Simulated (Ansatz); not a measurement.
**C2H5AlN2 (SMILES C#[C][Al]([NH2])[NH2]): SVWN5/def2-SVP**

What is the electronic atomisation energy of C2H5AlN2 at SVWN5/def2-SVP? 

Program for the calculation: Ansatz 0.2.0.

62 further runs of the same task are left out: 1 that didn't finish, 61 set aside as unsound or not needed.

## Step 1: Starting point

C2H5AlN2 has 10 atoms, charge 0, and is taken as a singlet. As SMILES, `C#[C][Al]([NH2])[NH2]`. The coordinates come from a PBE0-D4/def2-TZVP relaxation.

Bond lengths: C1–C2 1.210 Å, C2–Al3 1.908 Å, Al3–N4 1.763 Å, Al3–N5 1.763 Å, C1–H6 1.067 Å, N4–H7 1.006 Å, N4–H8 1.006 Å, N5–H9 1.006 Å, N5–H10 1.006 Å. Some angles: C1–C2–Al3 180.0°, C2–Al3–N4 118.9°, C2–Al3–N5 118.9°, N4–Al3–N5 122.2°, C2–C1–H6 180.0°, Al3–N4–H7 126.4°, Al3–N4–H8 123.3°, Al3–N5–H9 123.3°, Al3–N5–H10 126.4°, H7–N4–H8 110.4°.

## Step 2: A single-point energy at SVWN5/def2-SVP

job.yaml reads:

```yaml
crystal:
  periodic: [false, false, false]
  atoms:
    - symbol: C
      position_ang: [-2.368100, 1.221100, 0.873300]
    - symbol: C
      position_ang: [-1.345900, 0.693600, 0.497800]
    - symbol: Al
      position_ang: [0.265700, -0.138000, -0.094200]
    - symbol: "N"
      position_ang: [0.247600, -1.861100, -0.467000]
    - symbol: N
      position_ang: [1.722400, 0.842900, -0.249900]
    - symbol: H
      position_ang: [-3.269100, 1.686000, 1.204200]
    - symbol: H
      position_ang: [1.027400, -2.410800, -0.785900]
    - symbol: H
      position_ang: [-0.574800, -2.435200, -0.383700]
    - symbol: H
      position_ang: [1.750000, 1.827100, -0.041300]
    - symbol: H
      position_ang: [2.627700, 0.523400, -0.550300]
basis:
  gaussian:
    orbitals: def2-SVP
output:
  orbitals: {seedname: orbitals}
total_charge: 0
accuracy: high
hamiltonian:
  xc: {name: SVWN5}
```

Run with:

```
ansatz run job.yaml --threads 1 --pin off --max-ram 3480MiB --events-out events.jsonl --progress --plain --runs-dir runs
```

The log of the run:

```text
Warning: RAYON_NUM_THREADS=1 ignored (pool sized by the plan → 1); use --threads N
Functional definition: SVWN5
  name "SVWN5"
  exchange = slater_x
  correlation = vwn5_c
2218 factors; integrals over basis functions are off by at most 1.4e-8 eV
mean field evaluation 1: about -11631.6612 eV, gradient 1.0e2 eV
mean field evaluation 2: about -11584.9762 eV, gradient 1.6e2 eV
mean field evaluation 4: about -11652.7517 eV, gradient 2.2e1 eV
mean field evaluation 8: about -11653.9333 eV, gradient 2.5e-1 eV
mean field evaluation 16: about -11653.9335 eV, gradient 4.2e-6 eV
mean field -11653.93351617 eV, -428.2741573993 hartree, gradient 1.0e-8 eV, S^2 0.000000; 0 other end points of the search recorded, 0 dependent functions left out
reference -11653.93351984 eV, -428.2741575344 hartree; 22, 22 occupied and 77, 77 virtual orbitals, 2218 factors
Total energy: -11653.93351984 eV, -428.2741575344 hartree
```

Run time: 5.7 s. Hardware: 1 thread of Intel Xeon Platinum 8488C (Sapphire Rapids), shared host; peak memory 0.28 GiB.

## Step 3: The Al atom, same level

molecule.yaml reads:

```yaml
crystal:
  periodic: [false, false, false]
  atoms:
    - {symbol: Al, position_ang: [0.000000, 0.000000, 0.000000]}
basis:
  gaussian:
    orbitals: def2-SVP
magnetization:
  spin_polarized: true
  initial_magnetization: 1
hamiltonian:
  xc: {name: SVWN5}
accuracy: high
```

Run the same way, it converges to -241.22332 Eh (log not shown).

## Step 4: The C atom

molecule.yaml reads:

```yaml
crystal:
  periodic: [false, false, false]
  atoms:
    - symbol: C
      position_ang: [0.000000, 0.000000, 0.000000]
basis:
  gaussian:
    orbitals: def2-SVP
magnetization:
  spin_polarized: true
  initial_magnetization: 2
accuracy: high
hamiltonian:
  xc: {name: SVWN5}
```

Run with:

```
ansatz run molecule.yaml --threads 1 --pin off --max-ram 3480MiB --events-out events.jsonl --progress --plain --runs-dir runs
```

The log of the run:

```text
Warning: RAYON_NUM_THREADS=1 ignored (pool sized by the plan → 1); use --threads N
[... 4 set-up lines as earlier in the session ...]
95 factors; integrals over basis functions are off by at most 2.0e-9 eV
mean field evaluation 1: about -1018.1511 eV, gradient 4.5e0 eV
mean field evaluation 2: about -1018.1775 eV, gradient 4.5e0 eV
mean field evaluation 4: about -1018.2898 eV, gradient 1.1e0 eV
mean field evaluation 8: about -1018.2948 eV, gradient 1.1e-4 eV
mean field evaluation 16: about -1018.2353 eV, gradient 3.6e0 eV
mean field evaluation 32: about -1018.2948 eV, gradient 2.7e-6 eV
mean field -1018.29484519 eV, -37.4216453358 hartree, gradient 4.0e-9 eV, S^2 2.002038; 2 other end points of the search recorded, 0 dependent functions left out
reference -1018.29484657 eV, -37.4216453866 hartree; 4, 2 occupied and 10, 12 virtual orbitals, 95 factors
Total energy: -1018.29484657 eV, -37.4216453866 hartree
```

Wall time 0.34 s (1 thread of Intel Xeon Platinum 8488C (Sapphire Rapids), shared host).

## Step 5: The H atom at the same level

molecule.yaml reads:

```yaml
crystal:
  periodic: [false, false, false]
  atoms:
    - symbol: H
      position_ang: [0.000000, 0.000000, 0.000000]
basis:
  gaussian:
    orbitals: def2-SVP
total_charge: 0
magnetization:
  spin_polarized: true
  initial_magnetization: 1
hamiltonian:
  xc: {name: SVWN5}
accuracy: high
```

Run the same way, it converges to -0.47747 Eh (log not shown).

## Step 6: The N atom

run.yaml reads:

```yaml
crystal:
  periodic: [false, false, false]
  atoms:
    - {symbol: N, position_ang: [0.000000, 0.000000, 0.000000]}
basis:
  gaussian:
    orbitals: def2-SVP
magnetization:
  spin_polarized: true
  initial_magnetization: 3
hamiltonian:
  xc: {name: SVWN5}
accuracy: high
```

Run the same way, it converges to -54.06615 Eh (log not shown).

## Step 7: Outcome

Level: SVWN5/def2-SVP.

```
                     quantity          value
       molecule: total energy  -428.27416 Eh
        molecule: HOMO energy       -5.36 eV
        molecule: LUMO energy       -0.93 eV
      molecule: HOMO–LUMO gap        4.43 eV
        Al atom: total energy  -241.22332 Eh
                Al atom: ⟨S²⟩          0.751
         C atom: total energy   -37.42165 Eh
                 C atom: ⟨S²⟩          2.002
         H atom: total energy    -0.47747 Eh
                 H atom: ⟨S²⟩          0.750
         N atom: total energy   -54.06615 Eh
                 N atom: ⟨S²⟩          3.753
electronic atomisation energy      45.930 eV
```

In words: Taking the molecule apart into free atoms costs 45.93 eV (4432 kJ/mol), before zero-point energy and without spin-orbit coupling.
